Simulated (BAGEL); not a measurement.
# HF/3-21G (density fitting with qzvpp-jkfit) run of BGeH4Cl (SMILES Cl[BH][GeH3])

Aim: the vertical ionisation energy of BGeH4Cl at HF/3-21G (density fitting with qzvpp-jkfit), from 2 runs. 

The results are computed with BAGEL 1.2.2.

1 further run of the same task is left out (it didn't finish). Runs told in other sessions of the task aren't counted.

**1. The molecule**

BGeH4Cl has 7 atoms, charge 0, and is taken as a singlet. As SMILES, `Cl[BH][GeH3]`. The shape is that of a PBE0-D4/def2-TZVP optimisation.

Bond lengths: Cl1–B2 1.738 Å, B2–Ge3 2.066 Å, B2–H4 1.193 Å, Ge3–H5 1.539 Å, Ge3–H6 1.539 Å, Ge3–H7 1.537 Å. Angles: Cl1–B2–Ge3 119.4°, Cl1–B2–H4 116.1°, Ge3–B2–H4 124.5°, B2–Ge3–H5 109.7°, B2–Ge3–H6 109.9°, B2–Ge3–H7 112.6°, H5–Ge3–H6 107.5°, H5–Ge3–H7 108.4°, H6–Ge3–H7 108.5°.

**2. A single-point energy at HF/3-21G (density fitting with qzvpp-jkfit)**

The input, hf.json:

```json
{ "bagel" : [

{
  "title" : "molecule",
  "basis" : "3-21g",
  "df_basis" : "qzvpp-jkfit",
  "angstrom" : "true",
  "geometry" : [
    { "atom" : "Cl", "xyz" : [      -1.976000,      -1.523900,       0.066800 ] },
    { "atom" : "B", "xyz" : [      -0.280900,      -1.157900,       0.180500 ] },
    { "atom" : "Ge", "xyz" : [       0.359600,       0.783200,      -0.117500 ] },
    { "atom" : "H", "xyz" : [       0.439400,      -2.075400,       0.430000 ] },
    { "atom" : "H", "xyz" : [      -0.028000,       1.247000,      -1.533300 ] },
    { "atom" : "H", "xyz" : [      -0.333800,       1.724000,       0.884000 ] },
    { "atom" : "H", "xyz" : [       1.881000,       0.935000,       0.043800 ] }
  ]
},

{ "title" : "hf" },

{ "title" : "print", "file" : "orbitals.molden", "orbitals" : "true" }

]}
```

On the command line:

```console
$ BAGEL_NUM_THREADS=1 BAGEL hf.json > hf.out
```

The program printed:

```text
* using 1 threads per process

  ===============================================================
  ===============================================================

  *** Geometry ***

  { "atom" : "Cl", "xyz" : [     -3.734099,     -2.879754,      0.126234 ] },
  { "atom" : "B", "xyz" : [     -0.530824,     -2.188114,      0.341096 ] },
  { "atom" : "Ge", "xyz" : [      0.679546,      1.480034,     -0.222043 ] },
  { "atom" : "H", "xyz" : [      0.830346,     -3.921938,      0.812582 ] },
  { "atom" : "H", "xyz" : [     -0.052912,      2.356488,     -2.897517 ] },
  { "atom" : "H", "xyz" : [     -0.630791,      3.257888,      1.670518 ] },
  { "atom" : "H", "xyz" : [      3.554575,      1.766894,      0.082770 ] },

  Number of auxiliary basis functions:      541

  Since a DF basis is specified, we compute 2- and 3-index integrals:
    o Being stored without compression. Storage requirement is 0.012 GB

  Number of basis functions:       52
  Number of electrons      :       58

    * METHOD: MOLECULE                             0.19

  *** RHF ***

  === Nuclear Repulsion ===
   209.5720830607

      * DIIS with orbital gradients will be used.

  === RHF iteration (3-21g) ===
      0      -2549.44487259          0.00928243           0.05
      1      -2549.48539901          0.00359979           0.04
      2      -2549.49020328          0.00095159           0.04
      3      -2549.49073134          0.00010102           0.04
      4      -2549.49073955          0.00002627           0.04
      5      -2549.49074014          0.00000774           0.04
      6      -2549.49074019          0.00000216           0.04
      7      -2549.49074020          0.00000043           0.04
      8      -2549.49074020          0.00000009           0.04
      9      -2549.49074020          0.00000002           0.04
     10      -2549.49074020          0.00000001           0.04
    * SCF iteration converged.

    * Permanent dipole moment:
           (   -0.572798,    -0.053061,    -0.053081) a.u.

    * METHOD: HF                                   0.63

    * METHOD: PRINT                                0.00

  ===============================================================
```

Wall time 0.98 s (1 thread of Arm Neoverse V2, shared host); peak memory 0.094 GiB.

**3. The doublet cation, same level**

hf.json, as its differences from that of step 2:

```diff
@@ -6,3 +6,3 @@
   "df_basis" : "qzvpp-jkfit",
-  "angstrom" : "true",
+  "angstrom" : true,
   "geometry" : [
@@ -18,5 +18,13 @@
 
-{ "title" : "hf" },
+{
+  "title" : "uhf",
+  "charge" : 1,
+  "nopen" : 1
+},
 
-{ "title" : "print", "file" : "orbitals.molden", "orbitals" : "true" }
+{
+  "title" : "print",
+  "file" : "orbitals.molden",
+  "orbitals" : true
+}
```

On the command line:

```console
$ BAGEL_NUM_THREADS=1 BAGEL hf.json > hf.out
```

The program printed:

```text
* using 1 threads per process

  ===============================================================
  ===============================================================

  *** Geometry ***

  { "atom" : "Cl", "xyz" : [     -3.734099,     -2.879754,      0.126234 ] },
  { "atom" : "B", "xyz" : [     -0.530824,     -2.188114,      0.341096 ] },
  { "atom" : "Ge", "xyz" : [      0.679546,      1.480034,     -0.222043 ] },
  { "atom" : "H", "xyz" : [      0.830346,     -3.921938,      0.812582 ] },
  { "atom" : "H", "xyz" : [     -0.052912,      2.356488,     -2.897517 ] },
  { "atom" : "H", "xyz" : [     -0.630791,      3.257888,      1.670518 ] },
  { "atom" : "H", "xyz" : [      3.554575,      1.766894,      0.082770 ] },

  Number of auxiliary basis functions:      541

  Since a DF basis is specified, we compute 2- and 3-index integrals:
    o Being stored without compression. Storage requirement is 0.012 GB

  Number of basis functions:       52
  Number of electrons      :       58

    * METHOD: MOLECULE                             0.19

  *** Open-shell HF ***

  === Nuclear Repulsion ===
   209.5720830607

      * DIIS with orbital gradients will be used.

  === UHF iteration (3-21g) ===
      0      -2549.01441363          0.02605947           0.09
      1      -2549.09294801          0.01592950           0.09
      2      -2549.10876528          0.00802246           0.09
      3      -2549.11565908          0.00120151           0.09
      4      -2549.11608168          0.00049648           0.09
      5      -2549.11621785          0.00034827           0.09
      6      -2549.11634888          0.00021339           0.09
      7      -2549.11641020          0.00014399           0.09
      8      -2549.11644909          0.00008227           0.09
      9      -2549.11645996          0.00005747           0.09
     10      -2549.11646784          0.00001948           0.09
     11      -2549.11646837          0.00001186           0.09
     12      -2549.11646855          0.00000741           0.09
     13      -2549.11646864          0.00000420           0.09
     14      -2549.11646866          0.00000292           0.09
     15      -2549.11646867          0.00000188           0.09
     16      -2549.11646868          0.00000093           0.09
     17      -2549.11646868          0.00000050           0.09
     18      -2549.11646868          0.00000020           0.09
     19      -2549.11646868          0.00000012           0.09
     20      -2549.11646868          0.00000007           0.09
     21      -2549.11646868          0.00000003           0.09
     22      -2549.11646868          0.00000001           0.09
     23      -2549.11646868          0.00000001           0.09
    * SCF iteration converged.

    * S^2 (UHF) is 0.7601

    * Permanent dipole moment:
           (   -0.334010,     0.721097,    -0.171979) a.u.

    * METHOD: UHF                                  2.23

    * METHOD: PRINT                                0.00

  ===============================================================
```

It took 2.6 s on 1 thread of Arm Neoverse V2, shared host; peak memory 0.095 GiB.

**4. Outcome**

Level: HF/3-21G (density fitting with qzvpp-jkfit).

```
                                          quantity           value
                     singlet BGeH4Cl: total energy  -2549.49074 Eh
                    singlet BGeH4Cl: dipole moment          1.47 D
                      singlet BGeH4Cl: HOMO energy       -10.97 eV
                      singlet BGeH4Cl: LUMO energy         1.23 eV
                    singlet BGeH4Cl: HOMO–LUMO gap        12.19 eV
                      doublet cation: total energy  -2549.11647 Eh
                              doublet cation: ⟨S²⟩           0.760
vertical ionisation energy (to the doublet cation)       10.184 eV
```

In words: The vertical ionisation energy comes to 10.18 eV (235 kcal/mol). The negative HOMO energy of the first species, 10.97 eV, lies 0.78 eV above that difference.
